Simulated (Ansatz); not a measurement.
**AlGeH5O (SMILES [OH][AlH][GeH3]): functionals against CCSD(T) at one geometry**

The atoms stand at a structure displaced at random from a GFN2-xTB minimum. How far do the functionals agree with CCSD(T) there?

Computed with Ansatz 0.2.0, Gaussian basis. Level: single points in def2-TZVPP.

Correlated methods freeze the cores. Filled d shells of the heavier atoms are correlated.

## (1) The system as given

SMILES `[OH][AlH][GeH3]`, 8 atoms, charge 0, spin multiplicity 1.

Atoms are counted from 1 here; the program's logs count them from 0.

Bond lengths: O1–Al2 1.660 Å, O1–H4 1.046 Å, Al2–Ge3 2.212 Å, Al2–H5 1.536 Å, Ge3–H6 1.235 Å, Ge3–H7 1.576 Å, Ge3–H8 1.338 Å. Angles: Al2–O1–H4 165.3°, O1–Al2–Ge3 127.0°, O1–Al2–H5 106.2°, Ge3–Al2–H5 126.8°, Al2–Ge3–H6 125.9°, Al2–Ge3–H7 119.0°, Al2–Ge3–H8 106.7°, H6–Ge3–H7 104.9°, H6–Ge3–H8 105.1°, H7–Ge3–H8 87.6°.

Geometry (Å):

```mol
AlGeH5O
  3D, bonds by distance, orders not assigned

  8  7  0  0  0  0  0  0  0  0999 V2000
   -1.6168    0.4074   -1.2416 O   0  0
   -0.0347    0.4514   -0.7423 Al  0  0
    0.7805   -0.3093    1.1686 Ge  0  0
   -2.5164    0.2068   -1.7365 H   0  0
    0.7428    1.1821   -1.8472 H   0  0
    1.3120    0.3721    2.0509 H   0  0
    1.5773   -1.6693    1.1718 H   0  0
   -0.2165   -0.9582    1.7816 H   0  0
  1  2  8  0
  1  4  8  0
  2  3  8  0
  2  5  8  0
  3  6  8  0
  3  7  8  0
  3  8  8  0
M  END
```

## (2) CCSD(T)/def2-TZVPP

File run/in.yaml:

```yaml
crystal:
  periodic: [false, false, false]
  atoms:
    - {symbol: O, position_ang: [-1.616800, 0.407400, -1.241600]}
    - {symbol: Al, position_ang: [-0.034700, 0.451400, -0.742300]}
    - {symbol: Ge, position_ang: [0.780500, -0.309300, 1.168600]}
    - {symbol: H, position_ang: [-2.516400, 0.206800, -1.736500]}
    - {symbol: H, position_ang: [0.742800, 1.182100, -1.847200]}
    - {symbol: H, position_ang: [1.312000, 0.372100, 2.050900]}
    - {symbol: H, position_ang: [1.577300, -1.669300, 1.171800]}
    - {symbol: H, position_ang: [-0.216500, -0.958200, 1.781600]}
basis:
  gaussian: {orbitals: def2-TZVPP}
correlation: {method: ccsd_t}
output: {forces: true}
```

No record of the launch command was kept for these runs.

## (3) PBE0-D4/def2-TZVPP

Changes to run/in.yaml since step 2:

```diff
@@ -13,3 +13,3 @@
   gaussian: {orbitals: def2-TZVPP}
-correlation: {method: ccsd_t}
-output: {forces: true}
+hamiltonian: {xc: pbe0, dispersion: d4}
+output: {forces: true, orbitals: {seedname: orbitals}}
```

## (4) wB97M-V/def2-TZVPP

Changes to run/in.yaml since step 3:

```diff
@@ -13,3 +13,3 @@
   gaussian: {orbitals: def2-TZVPP}
-hamiltonian: {xc: pbe0, dispersion: d4}
-output: {forces: true, orbitals: {seedname: orbitals}}
+hamiltonian: {xc: {name: wB97M-V}}
+output: {forces: true}
```

## (5) r2SCAN-D4/def2-TZVPP

Changes to run/in.yaml since step 4:

```diff
@@ -13,3 +13,3 @@
   gaussian: {orbitals: def2-TZVPP}
-hamiltonian: {xc: {name: wB97M-V}}
+hamiltonian: {xc: r2scan, dispersion: d4}
 output: {forces: true}
```

## (6) PBE-D4/def2-TZVPP

Changes to run/in.yaml since step 5:

```diff
@@ -13,3 +13,3 @@
   gaussian: {orbitals: def2-TZVPP}
-hamiltonian: {xc: r2scan, dispersion: d4}
+hamiltonian: {xc: pbe, dispersion: d4}
 output: {forces: true}
```

## (7) BHLYP-D4/def2-TZVPP

Changes to run/in.yaml since step 6:

```diff
@@ -13,3 +13,3 @@
   gaussian: {orbitals: def2-TZVPP}
-hamiltonian: {xc: pbe, dispersion: d4}
+hamiltonian: {xc: {name: BHLYP}, dispersion: d4}
 output: {forces: true}
```

## (8) SPW92/def2-TZVPP

Changes to run/in.yaml since step 7:

```diff
@@ -13,3 +13,3 @@
   gaussian: {orbitals: def2-TZVPP}
-hamiltonian: {xc: {name: BHLYP}, dispersion: d4}
+hamiltonian: {xc: lda}
 output: {forces: true}
```

(Steps that only read results are left out.)

Q: Predict the outcome of this session. Wanted: energy less free atoms, CCSD(T)/def2-TZVPP; RMS force component; RMS force error; HOMO and LUMO, PBE0-D4; T1 diagnostic.

The runs gave:

| quantity | value |
| --- | --- |
| energy less free atoms, CCSD(T)/def2-TZVPP | -481.6 kcal/mol |
| RMS force component | 3.071 to 3.288 eV/Å over the methods |
| RMS force error | PBE0-D4 0.087, wB97M-V 0.070, r2SCAN-D4 0.102, PBE-D4 0.214, BHLYP-D4 0.145, SPW92 0.322 eV/Å |
| HOMO and LUMO, PBE0-D4 | -7.55 and -1.39 eV |
| T1 diagnostic | 0.013 |

In words: Against CCSD(T) the functionals' energies less atoms differ by -82.6 to +7.5 kcal/mol, PBE-D4 by -3.7 kcal/mol. The reference is not at the basis limit: in triple zeta CCSD(T) underbinds, which counts against methods that bind more; the gaps are no ranking. The forces of wB97M-V come nearest to CCSD(T), those of SPW92 are farthest.
